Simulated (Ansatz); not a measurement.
# GaH₅OSSi: one species, many methods

The task here is to estimate one member of a computed series from the others.

Method: functionals in def2-TZVPP, the program's frozen cores in correlated methods; program: Ansatz 0.2.0, Gaussian basis.

Levels to be run: LDA (SPW92), PBE-D4, revPBE-D4, BLYP-D4, r2SCAN-D4, B97M-V, PBE0-D4, B3LYP-D4, r2SCANh-D4, r2SCAN0-D4, HSE06-D4, BHLYP-D4, CAM-B3LYP-D4, LC-ωPBE, ωB97X-V, ωB97M-V, B2PLYP, PBE-QIDH; CCSD(T)/def2-SVP; CCSD(T)/def2-TZVPP; CCSD(T)/def2-QZVPP; extrapolation to the limit; RPA on PBE.

**The geometry**

All runs share one geometry, relaxed beforehand with PBE0-D4 in a triple-zeta def2 set.

SMILES `[SiH3][O][GaH][SH]`, 9 atoms, charge 0, spin multiplicity 1.

Atoms are counted from 1 here; the program's logs count them from 0.

Bond lengths: Si1–O2 1.629 Å, Si1–H5 1.487 Å, Si1–H6 1.495 Å, Si1–H7 1.487 Å, O2–Ga3 1.781 Å, Ga3–S4 2.192 Å, Ga3–H8 1.547 Å, S4–H9 1.345 Å. Angles: O2–Si1–H5 110.1°, O2–Si1–H6 111.2°, O2–Si1–H7 110.1°, H5–Si1–H6 108.1°, H5–Si1–H7 109.2°, H6–Si1–H7 108.1°, Si1–O2–Ga3 139.7°, O2–Ga3–S4 116.7°, O2–Ga3–H8 118.3°, S4–Ga3–H8 125.0°, Ga3–S4–H9 93.3°.

As a file:

```
Si    0.2733    0.8459   -1.2395
O     0.1336   -0.6813   -0.6908
Ga   -0.1981   -1.5556    0.8245
S    -0.5523   -0.3347    2.6104
H    -0.7433    1.1045   -2.2928
H     0.0652    1.8374   -0.1407
H     1.6306    1.0629   -1.8056
H    -0.2161   -3.1024    0.7894
H    -0.3930    0.8234    1.9451
```

Set-up of the first run:

in.yaml

```yaml
crystal:
  periodic: [false, false, false]
  atoms:
    - {symbol: Si, position_ang: [0.273316, 0.845918, -1.239524]}
    - {symbol: O, position_ang: [0.133650, -0.681264, -0.690754]}
    - {symbol: Ga, position_ang: [-0.198095, -1.555634, 0.824541]}
    - {symbol: S, position_ang: [-0.552281, -0.334737, 2.610402]}
    - {symbol: H, position_ang: [-0.743257, 1.104466, -2.292817]}
    - {symbol: H, position_ang: [0.065178, 1.837402, -0.140695]}
    - {symbol: H, position_ang: [1.630576, 1.062859, -1.805624]}
    - {symbol: H, position_ang: [-0.216102, -3.102434, 0.789404]}
    - {symbol: H, position_ang: [-0.392986, 0.823413, 1.945056]}
basis:
  gaussian: {orbitals: def2-TZVPP}
hamiltonian: {xc: lda}
output: {orbitals: {seedname: orbitals}}
```

Launch:

```console
$ ansatz run in.yaml --threads 2 --pin off --events-out ev --progress --plain --max-ram 32768MiB --backend cpu
```

Steps of the session up to this table: LDA; PBE-D4 (GGA); revPBE-D4 (GGA); BLYP-D4 (GGA); r2SCAN-D4 (meta-GGA); B97M-V (meta-GGA); PBE0-D4 (hybrid); B3LYP-D4 (hybrid); r2SCANh-D4 (hybrid); r2SCAN0-D4 (hybrid); HSE06-D4 (hybrid); BHLYP-D4 (hybrid); CAM-B3LYP-D4 (range-separated); LC-ωPBE (range-separated); ωB97X-V (range-separated); ωB97M-V (range-separated); B2PLYP (double hybrid); PBE-QIDH (double hybrid).

One table of the session follows, with a row left open; its other results are not shown here.

It belongs to the step «Orbital energies across the functionals». 

```
  functional  HOMO (eV)  gap (eV)
 LDA (SPW92)      -6.80      4.66
      PBE-D4      -6.66      4.78
   revPBE-D4      -6.61      4.84
     BLYP-D4      -6.49      4.68
   r2SCAN-D4      -6.96      5.35
      B97M-V      -7.05      5.22
     PBE0-D4      -7.88      6.79
    B3LYP-D4      -7.63      6.27
  r2SCANh-D4      -7.41      6.07
  r2SCAN0-D4      -8.08      7.14
    HSE06-D4      -7.48      6.02
    BHLYP-D4      -8.95      8.60
CAM-B3LYP-D4      -9.19      8.99
     LC-ωPBE     -10.61     11.56
     ωB97X-V     -10.24     11.05
     ωB97M-V          ?         ?
```

Estimate the missing values for ωB97M-V.

The run gave: HOMO (eV): -10.08; gap (eV): 10.67. In the column «HOMO (eV)» it lies between ωB97X-V (-10.24) and CAM-B3LYP-D4 (-9.19).
